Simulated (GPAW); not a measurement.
# Ba3Tb (I4/mmm) in GPAW: reference runs

How does Ba3Tb come out in PBE? The cell is run as given.

All numbers are computed with GPAW 26.7.0; they aren't measurements. Logs are shortened: lines on timing, memory, paths and dates and some standing lists are left out, and cuts for length are marked. The log counts tension as positive stress, the text compression.

### Step 1. The structure

The structure is tetragonal, space group I4/mmm (No. 139). Conventional cell: a = 5.897 Å, b = 5.897 Å, c = 11.912 Å, α = 90.00°, β = 90.00°, γ = 90.00°. Tb (site symmetry 4/mmm) is surrounded by 12 Ba at 4.17 to 4.19 Å. Around Ba (site symmetry 4/mmm) lie 4 Tb at 4.17 Å and 8 Ba at 4.19 Å. Ba (site symmetry -4m2) is surrounded by 8 Ba at 4.17 to 4.19 Å and 4 Tb at 4.19 Å.

The cell comes from a database or a generator and needn't be the stable form of this composition.

### Step 2. Single point, PBE, collinear spin, ferromagnetic start

File run.py:

```python
from ase import Atoms
from ase.dft.bandgap import bandgap
from ase.io import write
from ase.units import Bohr, GPa
from gpaw import GPAW, PW
from gpaw.elf import elf_from_dft_calculation

atoms = Atoms(['Tb', 'Ba', 'Ba', 'Ba'],
              cell=[[-2.948376, 2.948376, 5.956079],
                    [2.948376, -2.948376, 5.956079],
                    [2.948376, 2.948376, -5.956079]],
              scaled_positions=[[0.0, 0.0, 0.0],
                                [0.5, 0.5, 0.0],
                                [0.25, 0.75, 0.5],
                                [0.75, 0.25, 0.5]],
              pbc=True)
atoms.set_initial_magnetic_moments([6.0, 0.0, 0.0, 0.0])

calc = GPAW(mode=PW(800),
            xc='PBE',
            kpts={'size': (7, 7, 7), 'gamma': True},
            occupations={'name': 'fermi-dirac', 'width': 0.05},
            nbands=43,
            convergence={'density': 1e-05, 'energy': 1e-05},
            maxiter=150,
            txt='gpaw.txt')
atoms.calc = calc
energy = atoms.get_potential_energy()
forces = atoms.get_forces()
stress = atoms.get_stress()
calc.write('gs.gpw')
write('result.traj', atoms)
print(f'Energy: {energy:.6f} eV')
print('Forces (eV/A):')
print(forces.round(4))
print('Stress (GPa):', (stress / GPa).round(3))
print('Moments:', calc.get_magnetic_moments().round(3))
print('Fermi level:', round(calc.get_fermi_level(), 4), 'eV')
print(f'Gap: {bandgap(calc)[0]:.4f} eV, direct: {bandgap(calc, direct=True)[0]:.4f} eV')

# fields on the real-space grid
write('density.cube', atoms, data=calc.get_pseudo_density() * Bohr**3)
write('potential.cube', atoms, data=calc.get_electrostatic_potential())
write('spin.cube', atoms, data=(calc.get_pseudo_density(spin=0) - calc.get_pseudo_density(spin=1)) * Bohr**3)
write('elf.cube', atoms, data=elf_from_dft_calculation(calc).data)
```

Potentials or basis: GPAW PAW data sets (gpaw-data 1.2.1), pw.

On the command line:

```sh
> OMP_NUM_THREADS=1 python run.py
```

gpaw.txt:

```text
__  _  _
 | _ |_)|_||  |
 |__||  | ||/\| - 26.7.0

Input parameters:
  mode=PW(ecut=800.0),
  convergence={'density': 1e-05, 'energy': 1e-05},
  kpts=MonkhorstPack(size=(7, 7, 7), gamma=True),
  maxiter=150,
  nbands=43,
  occupations=Occupations(name='fermi-dirac', width=0.05),
  xc=XC(name='PBE')

Diagonalizing LCAO Hamiltonian
Converting LCAO to pw mode

       Ba

         Ba

              Ba

       Tb

Atoms  # Å, Bohr magnetons
|   | symbol |         x |        y |        z |    initial magnetic moments |
|---|--------|-----------|----------|----------|-----------------------------|
| 0 |     Tb |  0.000000 | 0.000000 | 0.000000 | ( 0.0000,  0.0000,  6.0000) |
| 1 |     Ba |  0.000000 | 0.000000 | 5.956079 | ( 0.0000,  0.0000,  0.0000) |
| 2 |     Ba |  2.948376 | 0.000000 | 2.978039 | ( 0.0000,  0.0000,  0.0000) |
| 3 |     Ba | -0.000000 | 2.948376 | 2.978039 | ( 0.0000,  0.0000,  0.0000) |

Unit cell  # Å
| periodic |         x |         y |         z |  lengths |     angles |
|----------|-----------|-----------|-----------|----------|------------|
|      yes | -2.948376 |  2.948376 |  5.956079 | 7.270538 | 132.152091 |
|      yes |  2.948376 | -2.948376 |  5.956079 | 7.270538 | 132.152091 |
|      yes |  2.948376 |  2.948376 | -5.956079 | 7.270538 |  69.988921 |

Number of symmetries: 16
Symmetry operations  # r_c * U_cc + t_c -> r_c
|    | kind |            matrix            |
|----|------|------------------------------|
|  0 |  σ   |  1, 1, 1,  0, 0,-1,  0,-1, 0 |
|  1 |  C4  |  1, 1, 1,  0, 0,-1, -1, 0, 0 |
|  2 |  E   |  1, 0, 0,  0, 1, 0,  0, 0, 1 |
|  3 |  σ   |  1, 0, 0,  0, 1, 0, -1,-1,-1 |
|  4 |  σ   |  0, 1, 0,  1, 0, 0,  0, 0, 1 |
|  5 |  C2  |  0, 1, 0,  1, 0, 0, -1,-1,-1 |
|  6 |  C2  |  0, 0, 1, -1,-1,-1,  1, 0, 0 |
|  7 |  S4  |  0, 0, 1, -1,-1,-1,  0, 1, 0 |
|  8 |  C4  |  0, 0,-1,  1, 1, 1,  0,-1, 0 |
|  9 |  σ   |  0, 0,-1,  1, 1, 1, -1, 0, 0 |
| 10 |  σ   |  0,-1, 0, -1, 0, 0,  1, 1, 1 |
| 11 |  C2  |  0,-1, 0, -1, 0, 0,  0, 0,-1 |
| 12 |  C2  | -1, 0, 0,  0,-1, 0,  1, 1, 1 |
| 13 |  i   | -1, 0, 0,  0,-1, 0,  0, 0,-1 |
| 14 |  S4  | -1,-1,-1,  0, 0, 1,  1, 0, 0 |
| 15 |  C2  | -1,-1,-1,  0, 0, 1,  0, 1, 0 |

BZ-sampling:
  Number of BZ points: 343
  Number of IBZ points: 40

  Monkhorst-Pack size: [7, 7, 7]
  Monkhorst-Pack shift: [0, 0, 0]

K-points  # in reciprocal-cell coordinates
|     |                                coordinates |     weight |
|-----|--------------------------------------------|------------|
|   0 | (  0.00000000,   0.00000000,   0.00000000) | 0.00291545 |
|   1 | (  0.14285714,  -0.14285714,   0.00000000) | 0.01166181 |
|   2 | (  0.14285714,  -0.14285714,   0.14285714) | 0.01166181 |
|   3 | (  0.14285714,   0.00000000,   0.00000000) | 0.02332362 |
|   4 | (  0.14285714,   0.14285714,  -0.14285714) | 0.00583090 |
|   5 | (  0.28571429,  -0.28571429,   0.00000000) | 0.01166181 |
|   6 | (  0.28571429,  -0.28571429,   0.14285714) | 0.02332362 |
|   7 | (  0.28571429,  -0.28571429,   0.28571429) | 0.01166181 |
|   8 | (  0.28571429,  -0.14285714,   0.00000000) | 0.04664723 |
|   9 | (  0.28571429,  -0.14285714,   0.14285714) | 0.02332362 |
| ... |                                            |            |
|  39 | (  0.42857143,   0.42857143,   0.42857143) | 0.02332362 |

Plane wave coefficients: 10677
Cutoff: 800.0 eV

Spin-components: 2 (collinear spins)
Bands:           43
Projectors:      26
Spin-degeneracy: 1
Datatype:        complex128

Parallelization:
  kpt:    1
  domain: 1
  band:   1

Density:
  Valence electrons: 49.0
  Components: 2
  Grid points: [48 48 48]
  Charge: 0.0  # |e|

Potential:
  Grid points: [48 48 48]

species:
  Tb:
    name:    Terbium
    Z:       65.0
    valence: 19
    core:    46
    charge:  0.0  # [|e|]
    compensation charges:
      type: gauss
      rc: 0.35  # [Å]
      lmax: 2
    cutoffs:
      filter: 1.17  # [Å]
      core: 1.82  # [Å]
    projectors
    | kind |    occ | energy [eV] | rcut [Å] |
    |------|--------|-------------|----------|
    |   5s |  2.000 |     -47.485 |    1.164 |
    |   6s |  2.000 |      -3.705 |    1.164 |
    |   5p |  6.000 |     -24.831 |    1.164 |
    |   6p |  0.000 |      -1.172 |    1.164 |
    |   5d |  0.000 |      -1.301 |    1.164 |
    |   4f |  9.000 |      -3.024 |    1.164 |
    |    d |        |      25.911 |    1.164 |
    |    f |        |      24.187 |    1.164 |

    Using partial waves for Tb as LCAO basis

  Ba:
    name:    Barium
    Z:       56.0
    valence: 10
    core:    46
    charge:  0.0  # [|e|]
    compensation charges:
      type: gauss
      rc: 0.37  # [Å]
      lmax: 2
    cutoffs:
      filter: 2.06  # [Å]
      core: 2.33  # [Å]
    projectors
    | kind |    occ | energy [eV] | rcut [Å] |
    |------|--------|-------------|----------|
    |   5s |  2.000 |     -33.644 |    1.164 |
    |   6s |  2.000 |      -3.229 |    1.164 |
    |   5p |  6.000 |     -18.744 |    1.164 |
    |    p |        |       0.000 |    1.164 |
    |    d |        |       0.000 |    1.164 |
    |    d |        |      27.211 |    1.164 |

    Using partial waves for Ba as LCAO basis

Reference energy: -982448.774150  # eV

eigensolver:
  PPCG
  Converge bands: occupied
  niter=2

density mixing:
  MSR1-Mixer
  Pratt-step length: 0.05
  Maximum mixing coefficient: 0.75
  Old densities: 10
  SVD Regularization: 0.005
  Good broyden scale: 1.0
  Trust region scale: 1.0
  Backstep threshold: 4.0
  History deletion threshold: 6.0
  Fourier metric: weight=20.0, sigma=0.015

occupation numbers:
  Fermi-Dirac:
    width: 0.0500  # eV

poisson solver:
  ecut: 6400.0  # eV

xc functional:
  name: PBE with 2 nearest neighbor stencil

convergence criteria:
- Maximum integral of absolute [dens]ity change: 1e-05 electrons / valence electron
- Maximum [total energy] change in last 3 cyles: 1e-05 eV / valence electron
- Maximum integral of absolute [eigenst]ate change: 4e-08 eV^2 / valence electron
maximum number of iterations: 150

SCF iterations
|iter     | |      energy | eigst |  dens |  magmom |
|---------|-|-------------|-------|-------|---------|
|iter:   1| |  -38.698683 | +0.32 |       |  +5.8380|
|iter:   2| |  -14.761064 | -0.10 | -0.47 |  +5.5768|
|iter:   3| |  -12.982506 | -1.58 | -0.86 |  +5.6517|
|iter:   4| |  -21.191108 | -1.19 | -0.97 |  +5.7975|
|iter:   5| |  -17.991372 | -0.42 | -0.49 |  +5.6581|
|iter:   6| |  -16.668763 | -1.99 | -0.90 |  +5.7085|
|iter:   7| |  -12.317507 | -1.09 | -0.93 |  +5.8461|
|iter:   8| |  -12.637237 | -2.59 | -1.58 |  +5.9199|
|iter:   9| |  -12.313428 | -3.01 | -1.06 |  +5.9566|
|iter:  10| |  -12.904503 | -2.85 | -1.40 |  +5.9522|
|iter:  11| |  -12.328571 | -2.85 | -1.04 |  +5.9937|
[... 5 lines left out ...]
|iter:  17| |  -12.288736 | -2.58 | -1.07 |  +6.2309|
|iter:  18| |  -12.269449 | -3.75 | -1.75 |  +6.2579|
|iter:  19| |  -12.287774 | -4.28 | -2.32 |  +6.2440|
|iter:  20| |  -12.267981 | -4.12 | -1.77 |  +6.2611|
|iter:  21| |  -12.269927 | -5.07 | -2.14 |  +6.2531|
|iter:  22| |  -12.269407 | -6.09 | -2.65 |  +6.2507|
|iter:  23| |  -12.271679 | -5.22 | -2.49 |  +6.2406|
|iter:  24| |  -12.270947 | -6.46 | -2.78 |  +6.2414|
|iter:  25| |  -12.271047 | -6.95 | -3.12 |  +6.2408|
|iter:  26| |  -12.271438 | -5.95 | -3.26 |  +6.2397|
|iter:  27| |  -12.271388c| -6.22 | -3.25 |  +6.2412|
|iter:  28| |  -12.271581c| -6.04 | -3.45 |  +6.2450|
|iter:  29| |  -12.271656c| -6.26 | -3.72 |  +6.2519|
|iter:  30| |  -12.271672c| -7.21 | -3.95 |  +6.2551|
|iter:  31| |  -12.271719c| -7.74c| -4.05 |  +6.2597|
|iter:  32| |  -12.271680c| -7.81c| -3.87 |  +6.2641|
|iter:  33| |  -12.271649c| -8.16c| -4.30 |  +6.2665|
|iter:  34| |  -12.271647c| -7.77c| -4.81 |  +6.2677|
|iter:  35| |  -12.271643c| -7.81c| -4.96 |  +6.2676|
|iter:  36| |  -12.271640c| -8.01c| -4.97 |  +6.2679|
|iter:  37| |  -12.271639c| -8.29c| -5.10c|  +6.2680|

Converged in 37 steps
Energy contributions relative to reference atoms: (reference = -982448.774150)

Energy contributions:
  Kinetic:         -32.779915
  Coulomb:          36.106864
  Zero:              0.976263
  External:          0.000000
  Xc:              -16.467912
  Entropy:          -0.213877
  Spinorbit:         0.000000
  ----------------------------
  Free energy:     -12.378577
  Extrapolated:    -12.271639

dipole moment: (-33.750091, -33.750091, 4.032224)  # |e|*Ang

Total magnetic moment: (0.000000, 0.000000, 6.268006)

Local magnetic moments
|        x |        y |        z |
|----------|----------|----------|
| 0.000000 | 0.000000 | 5.632390 |  # Tb   0
| 0.000000 | 0.000000 | 0.010983 |  # Ba   1
| 0.000000 | 0.000000 | 0.012702 |  # Ba   2
| 0.000000 | 0.000000 | 0.012702 |  # Ba   3

Fermi level: 6.061
Eigenvalues  # (at kpt = [0.000, 0.000, 0.000])
| band index |      eig [eV] | occ [0-1] |      eig [eV] | occ [0-1] |
|------------|---------------|-----------|---------------|-----------|
|          0 |       -40.559 |     1.000 |       -37.995 |     1.000 |
|        ... |               |           |               |           |
|         16 |         1.920 |     1.000 |         2.911 |     1.000 |
|         17 |         1.922 |     1.000 |         5.045 |     1.000 |
|         18 |         1.922 |     1.000 |         5.709 |     0.999 |
|         19 |         1.943 |     1.000 |         5.877 |     0.975 |
|         20 |         1.949 |     1.000 |         6.063 |     0.490 |
|         21 |         1.949 |     1.000 |         6.119 |     0.236 |
[... 8 lines left out ...]
|         30 |         6.709 |     0.000 |         7.104 |     0.000 |
|         31 |         6.709 |     0.000 |         7.104 |     0.000 |
|        ... |               |           |               |           |
|         42 |        11.576 |     0.000 |        11.949 |     0.000 |

No gap
No difference between direct/indirect transitions

Forces  # eV/Ang
|        x |       y |       z |
|----------|---------|---------|
|  0.00000 | 0.00000 | 0.00000 |  # Tb   0
| -0.00000 | 0.00000 | 0.00000 |  # Ba   1
|  0.00000 | 0.00000 | 0.00000 |  # Ba   2
|  0.00000 | 0.00000 | 0.00000 |  # Ba   3

Stress tensor  # eV/Ang^3
|         x |         y |         z |
|-----------|-----------|-----------|
| -0.003661 |  0.000000 |  0.000000 |
|  0.000000 | -0.003661 |  0.000000 |
|  0.000000 |  0.000000 | -0.003153 |

# Writing to gs.gpw (mode='')
```

Wall time 31 min (1 thread of Intel Xeon Platinum 8488C (Sapphire Rapids), shared host); peak memory 1.2 GiB.

What came out:

| Quantity | Value |
| --- | --- |
| Free energy | -12.3786 eV |
| Pressure | 0.6 GPa |
| Band gap on the k mesh | none (metal or under the smearing width) |
| Net moment | 6.27 μB per cell |
| Site moments | Tb +5.63; Ba +0.01 μB |

Caveat: one-centre terms of the f shell are cut off; the magnetic or orbital state may not be the lowest; spin-orbit coupling is left out, which moves the levels of the heavy elements; without U or exact exchange the open f shell lies at the Fermi level, which spoils levels, moments and volumes.
